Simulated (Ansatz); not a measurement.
# Mg2B3: the cost of one run

Program: Ansatz 0.2.0. Level of theory: DFT PBE, scalar-relativistic, plane waves, PAW. These are calculated values, not measurements.

## (1) The structure to begin with

The structure is trigonal, space group P3m1 (No. 156). The conventional cell has a = 3.892 Å, b = 3.892 Å, c = 6.131 Å, α = 90.00°, β = 90.00°, γ = 120.00°. Mg (site symmetry 3m) has 3 B at 1.89 Å as nearest neighbours. Around Mg (site symmetry 3m) lie 6 B at 2.15 Å. Around B (site symmetry m) lie 4 B at 1.64 to 2.26 Å and 3 Mg at 1.89 to 2.15 Å.

Structure file:

```
CELL_PARAMETERS angstrom
3.89234 0.00000 0.00000
-1.94617 3.37087 0.00000
0.00000 0.00000 6.13111
ATOMIC_POSITIONS crystal
Mg 0.66667 0.33333 0.77261
Mg 0.33333 0.66667 0.18782
B 0.80683 0.19317 0.04052
B 0.80683 0.61367 0.04052
B 0.38633 0.19317 0.04052
```

A structure generator made this guess: random cell by space group and Wyckoff sites (P3m1, No. 156). The dimensions are guesses.

## (2) Probe: one point on a coarse mesh

Contents of input.yaml:

```yaml
crystal:
  lattice:
    - [3.89233997, 0.0, 0.0]
    - [-1.94616999, 3.3708653, 0.0]
    - [0.0, 0.0, 6.13111042]
  atoms:
    - { symbol: Mg, position: [0.66666667, 0.33333333, 0.77261486] }
    - { symbol: Mg, position: [0.33333333, 0.66666667, 0.18782206] }
    - { symbol: B, position: [0.80683324, 0.19316676, 0.04051973] }
    - { symbol: B, position: [0.80683324, 0.61366649, 0.04051973] }
    - { symbol: B, position: [0.38633351, 0.19316676, 0.04051973] }
basis:
  ecutwfc: 420
kpoints:
  mp_grid: { grid: [6, 6, 4] }
hamiltonian:
  xc: pbe
scf:
  occupations: { method: gaussian, width: 0.1 }
  lower_state_search: "off"
output:
  forces: true
  stress: true
  eigenvalues: true
```

The run is started by

```bash
ansatz run input.yaml --threads 1 --pin off --max-ram 2560MiB --backend cpu --events-out ev --progress --plain --runs-dir out
```

What time and memory should one allow on 1 thread of Arm Neoverse V2, shared host?

About 3.1 s, with a peak of 0.33 GiB.
